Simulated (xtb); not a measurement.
# GFN2-xTB run of GeSiH3F3 (SMILES F[Si](F)(F)[GeH3])

Wanted: a geometry optimisation of GeSiH3F3. 

The results are computed with xtb 6.7.1 later snapshot.

4 further runs of the same task are left out: 4 set aside as unsound or not needed.

### 1 Starting point

GeSiH3F3 has 8 atoms, charge 0, and is taken as a singlet. As SMILES, `F[Si](F)(F)[GeH3]`. All atoms were displaced at random from a relaxed shape. The run starts from this shape.

Bond lengths: F1–Si2 1.551 Å, Si2–F3 1.614 Å, Si2–F4 1.522 Å, Si2–Ge5 2.259 Å, Ge5–H6 1.535 Å, Ge5–H7 1.611 Å, Ge5–H8 1.609 Å. Some angles: F1–Si2–F3 106.1°, F1–Si2–F4 108.6°, F1–Si2–Ge5 111.1°, F3–Si2–F4 105.3°, F3–Si2–Ge5 113.5°, F4–Si2–Ge5 111.9°, Si2–Ge5–H6 116.9°, Si2–Ge5–H7 110.8°, Si2–Ge5–H8 108.6°, H6–Ge5–H7 102.5°.

### 2 A structure relaxation at GFN2-xTB

Contents of start.xyz:

```xyz
8

F      1.76569    -0.59858     1.26000
Si     0.57473    -0.91998     0.31936
F     -0.35139    -1.97577     1.11566
F      1.10306    -1.67979    -0.88934
Ge    -0.51753     0.96396    -0.28138
H     -1.18324     1.76828     0.84376
H     -1.75987     0.62168    -1.24775
H      0.45448     1.84740    -1.21110
```

Started as:

```
$ xtb start.xyz -o tight --gfn 2 -u 0 | tee xtb.out
```

What values should one expect? Wanted: total energy at the end; dipole moment; HOMO energy; LUMO energy; HOMO–LUMO gap; dispersion energy; mean polarisability.

**Answer.** As computed:

Level: GFN2-xTB.

```
                      quantity          value
       total energy at the end   -19.57139 Eh
                 dipole moment         2.30 D
                   HOMO energy      -12.23 eV
                   LUMO energy       -5.87 eV
                 HOMO–LUMO gap        6.36 eV
             dispersion energy  -11.96 kJ/mol
mean polarisability (D4 model)     70.7 bohr³
```

In words: At the final geometry: Bond lengths: F1–Si2 1.585 Å, Si2–F3 1.586 Å, Si2–F4 1.585 Å, Si2–Ge5 2.290 Å, Ge5–H6 1.491 Å, Ge5–H7 1.490 Å, Ge5–H8 1.490 Å. Some angles: F1–Si2–F3 103.6°, F1–Si2–F4 103.7°, F1–Si2–Ge5 114.8°, F3–Si2–F4 103.6°, F3–Si2–Ge5 114.8°, F4–Si2–Ge5 114.8°, Si2–Ge5–H6 112.1°, Si2–Ge5–H7 112.1°, Si2–Ge5–H8 112.1°, H6–Ge5–H7 106.8°. The optimisation took 12 steps and changed the energy by -0.353 eV. Mulliken charges run from -0.24 on F3 to +0.68 on Si2.
